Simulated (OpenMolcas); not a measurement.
# Two attempts at Sb2H4

Wanted: a single-point energy of Sb2H4, SOS-MP2/def2-TZVPD (Cholesky decomposition, core potential, electric field 0.005 a.u., field axis y).

Program for the calculation: OpenMolcas 26.06.

8 further runs of the same task are left out: 1 that didn't finish, 7 set aside as unsound or not needed.

### Step 1. Starting point

Sb2H4 has 6 atoms, charge 0, and is taken as a singlet. Geometry: a GFN2-xTB relaxation, a rough one for these elements and not checked as a minimum.

Bond lengths: Sb1–Sb2 2.758 Å, Sb1–H3 1.697 Å, Sb1–H4 1.695 Å, Sb2–H5 1.697 Å, Sb2–H6 1.696 Å. Angles: Sb1–Sb2–H5 89.3°, Sb1–Sb2–H6 89.4°, Sb2–Sb1–H3 89.3°, Sb2–Sb1–H4 89.2°, H5–Sb2–H6 87.3°, H3–Sb1–H4 87.3°.

### Step 2. Try one

Input file calc.inp:

```
&gateway
  baslib=$CurrDir
  coord
  6
  angstrom
  Sb       0.342520      -0.714290       1.130240
  Sb      -0.331940       0.717660      -1.128840
  H        1.807650      -1.148340       0.392500
  H       -0.331070      -2.100670       0.424960
  H        0.320110       2.112090      -0.415160
  H       -1.807270       1.133560      -0.403710
  basis=def2-TZVPD
  group=NoSym

&seward
  low

&ffpt
  dipole
  Y -0.005

&scf
  iterations=4
  prorbitals=1 1

&mbpt2
  sosmp2
  frozen=8
```

The basis set def2-TZVPD is read from a file made from the Basis Set Exchange's data (not shown).

Launch:

```sh
$ export MOLCAS_MEM=1860
$ pymolcas calc.inp > calc.log
```

Output:

```text
--- Start Module: gateway ---

                                              &GATEWAY

                       available to each process: 1.9 GB of memory, 1 thread

 Basis Set     1 Label: SB.DEF2-TZVPD
 Basis set is read from library:.
 basistype.tbl is not found

 Basis Set     2 Label: H.DEF2-TZVPD
 Basis set is read from library:.
 basistype.tbl is not found

++    Symmetry information:
      ---------------------

                    Character Table for C1

                             E
                    a        1  x, y, xy, Rz, z, xz, Ry, yz, Rx, I
--

++    Basis set information:
      ----------------------

      Basis set label: SB.DEF2-TZVPD....ECP.....

      Electronic valence basis set:
      ------------------
      Associated Effective Charge  23.000000 au
      Associated Actual Charge     51.000000 au
      Nuclear Model: Point charge

      Shell  nPrim  nBasis  Cartesian Spherical Contaminant
         s      11       7        X
         p       9       5        X
         d       9       4                 X
         f       2       2                 X

      Pseudo Potential specification:
      =======================================

      Number of Core Electrons:  28

      Potential  nTerms
           H       2
         s-H       4
         p-H       6
         d-H       6

[... 110 lines left out ...]
      Nuclear repulsion energy =  146.28753364
[... 30 lines left out ...]
      Nuclear repulsion energy =  146.28760951
[... 43 lines left out ...]
++ Convergence information
                                   SCF        iterations: Energy and convergence statistics
[... 8 lines left out ...]
       No convergence after   3 Iterations
[... 4 lines left out ...]
 *                                             SCF/KS-DFT Program, Final results                                             *
 *                                                       Final Results                                                       *
[... 50 lines left out ...]
--

++    Molecular charges:
      ------------------

      Mulliken charges per centre and basis function type
      ---------------------------------------------------

                SB1     SB2     H3      H4      H5      H6
      1s       3.8237  3.8273  0.9931  1.0064  0.9615  0.9769
      2px      2.8440  2.8621  0.0065 -0.0009 -0.0006  0.0058
      2pz      3.2364  3.2007  0.0074  0.0074  0.0069  0.0068
[... 15 lines of this table left out ...]
      N-E     -0.0111 -0.0041 -0.0055 -0.0207  0.0289  0.0125

      Total electronic charge=   50.000000

      Total            charge=   -0.000000
--

++    Molecular properties:
      ---------------------

      Charge (e):
                      =   -0.0000
      Dipole Moment (debye):
      Origin of the operator (angstrom)=    0.0052    0.0016    0.0007
                   X= -1.1020E-01               Y=  1.1836E+00               Z= -2.7733E-01           Total=  1.2206E+00
      Quadrupole Moment (debye*angstrom):
      Origin of the operator (angstrom)=    0.0052    0.0016    0.0007
                  XX= -5.5538E+01              XY=  1.1021E+00              XZ= -4.0279E-02              YY= -5.7518E+01
                  YZ=  2.3875E-02              ZZ= -5.8584E+01
      In traceless form (debye*angstrom)
                  XX=  2.5127E+00              XY=  1.6532E+00              XZ= -6.0418E-02              YY= -4.5708E-01
                  YZ=  3.5812E-02              ZZ= -2.0556E+00
--

--- Stop Module: scf /rc=_RC_NOT_CONVERGED_ ---
--- Module scf spent 2 seconds ---

.#######################.
.# Convergence problem #.
.#######################.

    Timing: Wall=9.51 User=8.81 System=0.69
```

Run time: 9.9 s. Hardware: 1 thread of Arm Neoverse V1, shared host; peak memory 0.11 GiB.

### Step 3. Diagnosis

No converged result was reached.

What is wrong: the iteration cap is too low for convergence. Among its listed settings the sound run differs in this, and the input shows the rest: iteration cap 53 in place of 4.

### Step 4. Try two

Input file calc.input:

```
* H4Sb2 SOS-MP2

&GATEWAY
  BasLib = $CurrDir
  Coord
  6
  angstrom
  Sb       0.342520      -0.714290       1.130240
  Sb      -0.331940       0.717660      -1.128840
  H        1.807650      -1.148340       0.392500
  H       -0.331070      -2.100670       0.424960
  H        0.320110       2.112090      -0.415160
  H       -1.807270       1.133560      -0.403710
  Basis = def2-TZVPD
  Group = NoSym

&SEWARD
  Low

&FFPT
  Dipole
  Y -0.005

&SCF
  Iterations = 53
  Core
  PrOrbitals = 1 2

&MBPT2
  SOSMP2
  Frozen = 8
```

The basis set def2-TZVPD is read from a file made from the Basis Set Exchange's data (not shown).

Launch:

```sh
$ export MOLCAS_MEM=1860
$ pymolcas calc.input > calc.log
```

Output:

```text
--- Start Module: gateway ---
[...]
--- Stop Module: gateway /rc=_RC_ALL_IS_WELL_ ---
[...]
      Basis functions          148
[...]
--- Start Module: scf ---
[...]
       Convergence after  14 Iterations
[...]
::    Total SCF energy                               -480.8366217467
[...]
      Total spin, S                                     0.0000000000
[...]
      Total electronic charge=   50.000000
      Total            charge=   -0.000000
[...]
      Dipole Moment (debye):
      Origin of the operator (angstrom)=    0.0052    0.0016    0.0007
                   X= -1.0853E-01               Y=  1.2139E+00               Z= -2.8161E-01           Total=  1.2508E+00
      Quadrupole Moment (debye*angstrom):
[...]
--- Stop Module: scf /rc=_RC_ALL_IS_WELL_ ---
[...]
--- Start Module: mbpt2 ---
[...]
WARNING!
Default frozen orbitals as non valence orbitals is overwritten by user input.
Default values:   0
[...]
::    Total MBPT2 energy                             -481.4549196855
[...]
--- Stop Module: mbpt2 /rc=_RC_ALL_IS_WELL_ ---
[...]
```

It took 18 s on 1 thread of Arm Neoverse V1, shared host; peak memory 0.11 GiB.

### Step 5. What came out

At SOS-MP2/def2-TZVPD (Cholesky decomposition, core potential, electric field 0.005 a.u., field axis y):

| quantity | value |
| --- | --- |
| total energy | -481.45492 Eh |
| dipole moment (mean-field density) | 1.25 D |
| HOMO–LUMO gap (Hartree–Fock orbitals) | 9.70 eV |
| correlation energy (8 core orbitals frozen) | -618.3 mEh |
